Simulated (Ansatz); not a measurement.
The system is SiF.

```
Si F
1.0
     3.02860    0.00000    0.00000
     0.00000    3.02860    0.00000
     0.00000    0.00000    3.02860
Si F
1 1
Direct
  0.50000 0.50000 0.50000
  0.00000 0.00000 0.00000
```

The cell was built by a generator and needn't be a form met in nature.

```yaml
Program: Ansatz 0.2.0
Task: relaxation of cell and atoms
Functional: HSEsol
Potentials_or_basis: Ansatz PAW
Cutoff: "420 eV (not typed: the program's choice for these potentials)"
k_mesh: 5 × 5 × 5
Occupations: fermi-dirac, width 0.05 eV
Spin: no spin polarisation
```

At the start: volume 13.89 Å³/atom.

Q: Where does the relaxation end?

A: It ends after 7 steps and the volume is 13.18 Å³/atom (-5.1 %); space group Pm-3m (No. 221, to 0.05 Å).

The path:
```
step  energy change (eV)  largest force (eV/Å)  volume (Å³)
   1              0.0000                0.0000        27.78
   2             -0.0199                0.0000        25.99
   3             -0.0211                0.0000        26.44
   4             -0.0212                0.0000        26.41
   5             -0.0197                0.0000        26.41
   6             -0.0199                0.0000        26.35
   7             -0.0198                0.0000        26.35
```

Final structure:
```yaml
crystal:
  lattice:
    - [2.97592, 0.00000, 0.00000]
    - [0.00000, 2.97592, 0.00000]
    - [0.00000, 0.00000, 2.97592]
  atoms:
    - { symbol: Si, position: [0.50000, 0.50000, 0.50000] }
    - { symbol: F, position: [0.00000, 0.00000, 0.00000] }
```

Caveat: the k mesh is coarse (spacing up to 0.41 Å⁻¹), so the values aren't converged, least of all with exact exchange; the plane-wave basis is chosen anew once the cell has moved, so the energies of steps on either side of that aren't comparable; an odd number of electrons without spin polarisation forces a metal; a magnetic or distorted state may lie lower; the PAW data sets come from PBE, with cores solved anew for the run's functional, which leaves a small shift of forces and pressure.
